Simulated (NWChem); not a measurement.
Tetragonal strain in BP (zincblende structure): the shear constant

The numbers come from NWChem runs, not from measurements. Level: PBE, default library pseudopotentials (valence charges P 5, B 3), cutoff 30 Ha, shifted 4×4×4 mesh, two-atom cell, no spin-orbit coupling. The cubic cell (a = 4.516 Å, near this level's equilibrium) is stretched by 1 + δ along x and y and by (1 + δ)^−2 along z, at constant volume; symmetry keeps the atoms on their sites.

| δ | E − E(0) (meV/cell) |
|---|---|
| -0.020 | ? |
| -0.010 | 12.46 |
| -0.005 | 3.12 |
| 0.000 | 0.00 |
| 0.005 | 2.99 |
| 0.010 | 11.61 |
| 0.020 | 44.44 |

Problem. The cell volume is 23.03 Å³. To second order E − E(0) = 3V(C₁₁ − C₁₂)δ². Fit Aδ² + Bδ³, give C₁₁ − C₁₂, and predict the withheld row.

Solution. A ≈ 120 eV and B ≈ -460 eV, with a largest residual of 0.05 meV, so C₁₁ − C₁₂ = A/(3V) ≈ 280 GPa. The fit predicts 51.82 meV at δ = -0.020; the run gave 51.43.
